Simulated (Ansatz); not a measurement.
# GeP+ (triplet): B3LYP, wB97M-V over a scan of the distance Ge1–P2, cc-pVDZ

How well do these functionals follow the top wave-function level for GeP+ (triplet) over a scan of the distance Ge1–P2?

Method: cc-pVDZ, all electrons in the functionals; program: Ansatz 0.2.0, Gaussian basis.

The runs, in order: B3LYP, wB97M-V, at 1.833 Å; 2.118 Å; 2.304 Å; 2.477 Å; 2.846 Å; 3.149 Å; 3.696 Å; 4.223 Å; 5.010 Å; 6.077 Å; 7.866 Å.

7 further runs of the same task are left out: 4 for a known fault of the program, 3 that didn't finish. Runs told in other sessions of the task aren't counted.

## Step 1: The system

The geometry derives from a PBE0/def2-TZVP stationary point (not a proven minimum). One bond is set to the value named and the two fragments are kept rigid. No spin-orbit coupling is included. The filled d shell of Ge may be among the frozen orbitals whatever the setting's name suggests.

2 atoms, charge 1, spin multiplicity 3.

Atoms are counted from 1 here; the program's logs count them from 0.

Bond lengths: Ge1–P2 2.304 Å.

No dispersion term is added; wB97M-V holds VV10 nonlocal correlation. B3LYP takes the VWN-RPA correlation.

The geometry shown and the zero of energy belong to the point 2.304 Å. The yardstick, FCI, and other wave-function levels (R restricted, U unrestricted, valence and pair active spaces) come from earlier runs.

## Step 2: B3LYP, 1.833 Å

The input, in.yaml:

```yaml
crystal:
  periodic: [false, false, false]
  atoms:
    - {symbol: Ge, position_ang: [0.000000, 0.000000, 0.000000]}
    - {symbol: P, position_ang: [0.000000, 0.000000, 1.833000]}
basis:
  gaussian: {orbitals: cc-pVDZ}
total_charge: 1
magnetization: {spin_polarized: true, initial_magnetization: 2}
hamiltonian: {xc: {name: B3LYP}}
```

Started as:

```
$ ansatz run in.yaml --threads 1 --pin off --events-out ev --progress --plain --max-ram 4096MiB --backend cpu
```

Further steps of the session: B3LYP, 2.118 Å; B3LYP, 2.304 Å; B3LYP, 2.477 Å; B3LYP, 2.846 Å; B3LYP, 3.149 Å; B3LYP, 3.696 Å; B3LYP, 4.223 Å; B3LYP, 5.010 Å; B3LYP, 6.077 Å; B3LYP, 7.866 Å; wB97M-V, 1.833 Å; wB97M-V, 2.118 Å; wB97M-V, 2.304 Å; wB97M-V, 2.477 Å; wB97M-V, 2.846 Å; wB97M-V, 3.149 Å; wB97M-V, 3.696 Å; wB97M-V, 4.223 Å; wB97M-V, 5.010 Å; wB97M-V, 6.077 Å; wB97M-V, 7.866 Å.

Q: Predict the results of all the runs planned. Wanted: span of the FCI curve; largest miss, B3LYP; largest miss, wB97M-V.

**Answer**, as computed:

| quantity | value |
| --- | --- |
| span of the FCI curve | 223.8 kJ/mol |
| largest miss, B3LYP | +47.7 kJ/mol (6.077 Å) |
| largest miss, wB97M-V | +56.2 kJ/mol (7.866 Å) |

In words: Of the functionals, B3LYP keep the smallest largest miss at the points compared (at most 47.7 kJ/mol) and wB97M-V strays most (56.2 kJ/mol, at 7.866 Å). B3LYP, wB97M-V clearly break the spin symmetry at some points (⟨S²⟩ up to 1.00 above the pure value), so energy there is bought with a mixed spin. Functionals and the yardstick converge differently with the basis, so part of each miss in cc-pVDZ is the basis.
